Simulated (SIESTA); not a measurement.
**BiTe in SIESTA: the effect of functional**

BiTe:

```
CELL_PARAMETERS angstrom
0.00000 3.23500 3.23500
3.23500 0.00000 3.23500
3.23500 3.23500 0.00000
ATOMIC_POSITIONS crystal
Bi 0.00000 0.00000 0.00000
Te 0.50000 0.50000 0.50000
```

Alike in all runs:

* Program: SIESTA 5.4.2
* Task: single point
* Basis: DZP (energy shift 0.003 Ry; two zetas on semicore shells)
* Grid cutoff: 500 Ry
* Energy shift: 0.003 Ry
* k mesh: 7 × 7 × 7
* Occupations: fermi-dirac, width 0.05 eV
* Spin: no spin polarisation

**Question.** One run gave: pressure 5.2 GPa. Which functional did it use?
A. PBE
B. revPBE
C. BLYP
D. LDA
E. WC

**Answer.** C.

```tsv
functional	potentials or basis	pressure (GPa)
LDA	PseudoDojo 0.4 standard (LDA files)	-1.9
PBEsol	PseudoDojo 0.4 standard (PBEsol files)	-0.8
AM05	PseudoDojo 0.4 standard (PBEsol files)	-0.5
WC	PseudoDojo 0.4 standard (PBEsol files)	-0.7
PBE	PseudoDojo 0.4 standard (PBE files)	1.7
PW91	PseudoDojo 0.4 standard (PBE files)	1.6
revPBE	PseudoDojo 0.4 standard (PBE files)	2.6
RPBE	PseudoDojo 0.4 standard (PBE files)	2.9
BLYP	PseudoDojo 0.4 standard (PBE files)	5.2
```

Caveats: the basis of atomic orbitals isn't converged, which shifts pressures, moduli and gaps; the potentials were made for another functional, which shifts forces and pressure (some runs).
